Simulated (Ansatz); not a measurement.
**SiH3I (SMILES [SiH3]I): levels of theory compared**

Aim: a comparison of 6 runs (HF/def2-SVP, CAM-B3LYP/def2-SVP, PBE0/def2-SVP, CAM-B3LYP/def2-TZVP, PBE/def2-TZVP, MP2/def2-SVP) of SiH3I. 

The results are computed with Ansatz 0.2.0.

5 further runs of the same task are left out: 2 for a known fault of the program, 3 set aside as unsound or not needed.

### Step 1. The molecule

SiH3I: 5 atoms, total charge 0, spin state singlet. As SMILES, `[SiH3]I`. The shape is that of a PBE0-D4/def2-TZVP optimisation.

Bond lengths: Si1–I2 2.439 Å, Si1–H3 1.481 Å, Si1–H4 1.481 Å, Si1–H5 1.481 Å. Angles: I2–Si1–H3 108.5°, I2–Si1–H4 108.5°, I2–Si1–H5 108.4°, H3–Si1–H4 110.5°, H3–Si1–H5 110.5°, H4–Si1–H5 110.5°.

### Step 2. Energy and gradient at HF/def2-SVP (core potential) (run 1)

The input, in.yaml:

```yaml
crystal:
  periodic: [false, false, false]
  atoms:
    - {symbol: Si, position_ang: [-0.165600, 0.069300, -0.077300]}
    - {symbol: I, position_ang: [1.907700, -0.923300, 0.737800]}
    - {symbol: H, position_ang: [-1.144400, 0.089000, 1.033900]}
    - {symbol: H, position_ang: [-0.671300, -0.755700, -1.198400]}
    - {symbol: H, position_ang: [0.123500, 1.447000, -0.537300]}
basis:
  gaussian: {orbitals: def2-SVP}
output: {forces: true, orbitals: {seedname: orbitals}}
accuracy: high
hamiltonian: {xc: hf}
```

On the command line:

```console
$ ansatz run in.yaml --threads 1 --pin off --max-ram 2610MiB --events-out events.jsonl --progress --plain --runs-dir runs
```

Standard output:

```text
Warning: RAYON_NUM_THREADS=1 ignored (pool sized by the plan → 1); use --threads N
Functional definition: HF
  name "HF"
  exchange = exact_x
  correlation = 0
1316 factors; integrals over basis functions are off by at most 3.5e-9 eV
mean field evaluation 1: about -15979.7015 eV, gradient 1.2e1 eV
mean field evaluation 2: about -15979.7488 eV, gradient 1.2e1 eV
mean field evaluation 4: about -15980.4367 eV, gradient 1.4e0 eV
mean field evaluation 8: about -15980.4464 eV, gradient 1.8e-3 eV
mean field -15980.44643956 eV, -587.2705747183 hartree, gradient 1.4e-8 eV, S^2 0.000000; 0 other end points of the search recorded, 0 dependent functions left out
the calculation of the forces begins
reference -15980.44643956 eV, -587.2705747183 hartree; 21, 21 occupied and 38, 38 virtual orbitals, 1316 factors
Total energy: -15980.44643956 eV, -587.2705747183 hartree
Atom 0 at    -0.165600     0.069300    -0.077300 Å, force    -0.414254     0.198705    -0.162815 eV/Å
Atom 1 at     1.907700    -0.923300     0.737800 Å, force     0.300022    -0.143755     0.117901 eV/Å
Atom 2 at    -1.144400     0.089000     1.033900 Å, force     0.091419    -0.002569    -0.101667 eV/Å
Atom 3 at    -0.671300    -0.755700    -1.198400 Å, force     0.048086     0.075254     0.103781 eV/Å
Atom 4 at     0.123500     1.447000    -0.537300 Å, force    -0.025272    -0.127635     0.042801 eV/Å
Dipole moment:    -0.279490     0.133789    -0.109892 e Å
```

Wall time 2 s (1 thread of Arm Neoverse V1, shared host).

### Step 3. Energy and forces at CAM-B3LYP/def2-SVP (core potential) (run 2)

in.yaml: that of step 2 with these lines changed.

```diff
@@ -10,4 +10,4 @@
   gaussian: {orbitals: def2-SVP}
+hamiltonian: {xc: {name: CAM-B3LYP}}
+accuracy: high
 output: {forces: true, orbitals: {seedname: orbitals}}
-accuracy: high
-hamiltonian: {xc: hf}
```

On the command line:

```console
$ ansatz run in.yaml --threads 1 --pin off --max-ram 2610MiB --events-out events.jsonl --progress --plain --runs-dir runs
```

Standard output (excerpt; [...] marks lines left out):

```text
Warning: RAYON_NUM_THREADS=1 ignored (pool sized by the plan → 1); use --threads N
Functional definition: CAM-B3LYP
  name "CAM-B3LYP"
[...]
1316 factors; integrals over basis functions are off by at most 3.5e-9 eV
321 factors; integrals over basis functions are off by at most 1.7e-9 eV
[...]
mean field -16025.61136377 eV, -588.9303550690 hartree, gradient 7.7e-8 eV, S^2 0.000000; 0 other end points of the search recorded, 0 dependent functions left out
[...]
reference -16025.61138014 eV, -588.9303556707 hartree; 21, 21 occupied and 38, 38 virtual orbitals, 1316 factors
Total energy: -16025.61138014 eV, -588.9303556707 hartree
Atom 0 at    -0.165600     0.069300    -0.077300 Å, force    -0.094117     0.045394    -0.036985 eV/Å
Atom 1 at     1.907700    -0.923300     0.737800 Å, force     0.159014    -0.076233     0.062472 eV/Å
Atom 2 at    -1.144400     0.089000     1.033900 Å, force    -0.036873     0.005811     0.024705 eV/Å
Atom 3 at    -0.671300    -0.755700    -1.198400 Å, force    -0.024311    -0.016212    -0.033684 eV/Å
Atom 4 at     0.123500     1.447000    -0.537300 Å, force    -0.003713     0.041240    -0.016508 eV/Å
Dipole moment:    -0.236757     0.113334    -0.093089 e Å
```

It took 6 s on 1 thread of Arm Neoverse V1, shared host.

Runs 3 to 5 aren't shown in full; the table further down has their settings and results.

### Step 4. Energy and gradient at MP2/def2-SVP (core potential) (run 6)

The input, run.yaml:

```yaml
crystal:
  periodic: [false, false, false]
  atoms:
    - {symbol: Si, position_ang: [-0.165600, 0.069300, -0.077300]}
    - {symbol: I, position_ang: [1.907700, -0.923300, 0.737800]}
    - {symbol: H, position_ang: [-1.144400, 0.089000, 1.033900]}
    - {symbol: H, position_ang: [-0.671300, -0.755700, -1.198400]}
    - {symbol: H, position_ang: [0.123500, 1.447000, -0.537300]}
basis:
  gaussian:
    orbitals: def2-SVP
total_charge: 0
correlation:
  method: mp2
  frozen_orbitals: {H: 0, I: 4, Si: 5}
accuracy: high
output:
  forces: true
  orbitals: {seedname: orbitals}
```

On the command line:

```console
$ ansatz run run.yaml --threads 1 --pin off --max-ram 2610MiB --events-out events.jsonl --progress --plain --runs-dir runs
```

Standard output (excerpt; [...] marks lines left out):

```text
Warning: RAYON_NUM_THREADS=1 ignored (pool sized by the plan → 1); use --threads N
[... 2 set-up lines as earlier in the session ...]
[...]
1316 factors; integrals over basis functions are off by at most 3.5e-9 eV
[...]
mean field -15980.44643956 eV, -587.2705747183 hartree, gradient 1.4e-8 eV, S^2 0.000000; 0 other end points of the search recorded, 0 dependent functions left out
9 core orbitals not correlated: weight in the atoms' cores, before any rotation towards them, 1.000 or more for the frozen orbitals, at most 0.000 for the correlated occupied ones
reference -15980.44643956 eV, -587.2705747183 hartree; 12, 12 occupied and 38, 38 virtual orbitals, 1316 factors
second order -6.06797770 eV of doubles, -0.00000000 eV of singles
[...]
Total energy: -15986.51441726 eV, -587.4935687856 hartree
Atom 0 at    -0.165600     0.069300    -0.077300 Å, force    -0.166705     0.080162    -0.065513 eV/Å
Atom 1 at     1.907700    -0.923300     0.737800 Å, force     0.156532    -0.075050     0.061494 eV/Å
Atom 2 at    -1.144400     0.089000     1.033900 Å, force     0.039077     0.008841    -0.076721 eV/Å
Atom 3 at    -0.671300    -0.755700    -1.198400 Å, force     0.010127     0.060950     0.060794 eV/Å
Atom 4 at     0.123500     1.447000    -0.537300 Å, force    -0.039031    -0.074904     0.019946 eV/Å
Dipole moment:    -0.237404     0.113642    -0.093345 e Å
```

Run time: 3.3 s. Hardware: 1 thread of Arm Neoverse V1, shared host.

### Step 5. Overview of the runs

| run | level | core potential | frozen core orbitals | energy (Eh) | dipole moment (D) | HOMO energy (eV) | LUMO energy (eV) | wall time |
| --- | --- | --- | --- | --- | --- | --- | --- | --- |
| 1 | HF/def2-SVP (core potential) | def2-SVP | – | -587.270575 | 1.58 | -10.20 | 2.85 | 2 s |
| 2 | CAM-B3LYP/def2-SVP (core potential) | def2-SVP | – | -588.930356 | 1.34 | -8.85 | 0.50 | 6 s |
| 3 | PBE0/def2-SVP (core potential) | def2-SVP | – | -588.814766 | 1.29 | -7.67 | -0.64 | 5.4 s |
| 4 | CAM-B3LYP/def2-TZVP (core potential) | def2-TZVP | – | -589.047953 | 1.22 | -8.97 | 0.21 | 12 s |
| 5 | PBE/def2-TZVP (core potential) | def2-TZVP | – | -588.869037 | 1.03 | -6.60 | -1.63 | 8.4 s |
| 6 | MP2/def2-SVP (core potential) | def2-SVP | 9 | -587.493569 | 1.34 | -10.20 | 2.85 | 3.3 s |

### Step 6. Outcome

| quantity | value |
| --- | --- |
| run 6: total energy | -587.49357 Eh |
| run 6: dipole moment (correlated density) | 1.34 D |
| run 6: HOMO energy (Hartree–Fock orbitals) | -10.20 eV |
| run 6: LUMO energy (Hartree–Fock orbitals) | 2.85 eV |
| run 6: HOMO–LUMO gap (Hartree–Fock orbitals) | 13.04 eV |
| run 6: correlation energy (9 core orbitals frozen) | -223.0 mEh |
| run 6: largest force on an atom | 0.196 eV/Å |

**Reading.** The dipole moment (its size) runs from 1.03 D (PBE/def2-TZVP) to 1.58 D (HF/def2-SVP). The two ends differ in method and basis. Over runs 1, 2, 3, 4, 5 the HOMO–LUMO gap runs from 4.97 eV (PBE/def2-TZVP) to 13.04 eV (HF/def2-SVP). Totals of different functionals can't be ranked against each other. All runs together took 37 s, the longest 12 s.
